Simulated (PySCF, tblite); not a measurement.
# C₄H₂F₃O₂ radical: geometry, infrared bands and EPR parameters

Aim: predict the infrared bands and EPR parameters of C₄H₂F₃O₂ radical (`O=CO/[C]=C/C(F)(F)F`).

Programs: tblite 0.8.0 and PySCF 2.14.0, with density-fitted response routines of our own. Each step states its level of theory. These are calculated values for one molecule in the gas phase, unless marked as measured. Atoms count from 0, in the outputs and in this text.

### Step 1. The starting structure

11 atoms, charge 0, multiplicity 2; geometry from: force field or distance geometry start.

Bonds of the start (Å): O0–C1 1.26, C1–O2 1.36, O2–C3 1.38, C3–C4 1.34, C4–C5 1.51, C5–F6 1.37, C5–F7 1.39, C5–F8 1.37, C1–H9 1.07, C4–H10 1.08.

### Step 2. Geometry optimisation with GFN2-xTB

Job settings and geometry (Å):

```
{"job": {"kind": "relax", "xc": "GFN2-xTB", "basis": "xTB"}, "charge": 0, "multiplicity": 2}
O      1.980000     0.054600     1.434100
C      2.440300    -0.022700     0.264200
O      1.691400     0.026200    -0.875200
C      0.325700     0.192400    -0.884200
C     -0.531800    -0.324100     0.000100
C     -2.003400    -0.046400    -0.162300
F     -2.253300     1.125000     0.495600
F     -2.175800     0.235300    -1.507900
F     -2.785700    -1.105800     0.210400
H      3.504400    -0.152500     0.184900
H     -0.186300    -0.939400     0.814100
```

Command:

```
OMP_NUM_THREADS=1 python probes_run.py task.json out
```

One launch serves the whole session: the jobs run in the order shown.

**Question.** This job is followed by: GFN2-xTB harmonic vibrations, gas phase; UKS B3LYP, pcH-1 on C F H O, non-relativistic, mean-field spin-orbit, GIAO. What will the session give for the following? strongest single infrared mode (GFN2-xTB); zero-point energy (GFN2-xTB); g(iso) (B3LYP); ⟨S²⟩; largest a(iso) (averaged by class); surface potential, 1st and 99th percentile.

**Answer**, as computed:

```
                                 quantity                  value
strongest single infrared mode (GFN2-xTB)  1035 cm⁻¹, 360 km/mol
             zero-point energy (GFN2-xTB)          34.1 kcal/mol
                           g(iso) (B3LYP)                2.00227
                                     ⟨S²⟩     0.759 (exact 0.75)
       largest a(iso) (averaged by class)   13C on C3, 509.5 MHz
    surface potential, 1st and 99th percentile     -0.83 V and 1.89 V
```

What this shows: The optimisation took 77 steps and gained 0.762 eV; among the close pairs (by a distance rule), O0–C1 changed most, from 1.260 to 1.186 Å. All 27 modes are real, so the xTB geometry is a minimum. GFN2-xTB is a fitted tight-binding method: band positions and strengths are rough. Its intensities can rank the bands wrongly. C3 carries the largest spin population, 0.98 e. The isotropic g lies 0.0 ppt below the free-electron value.
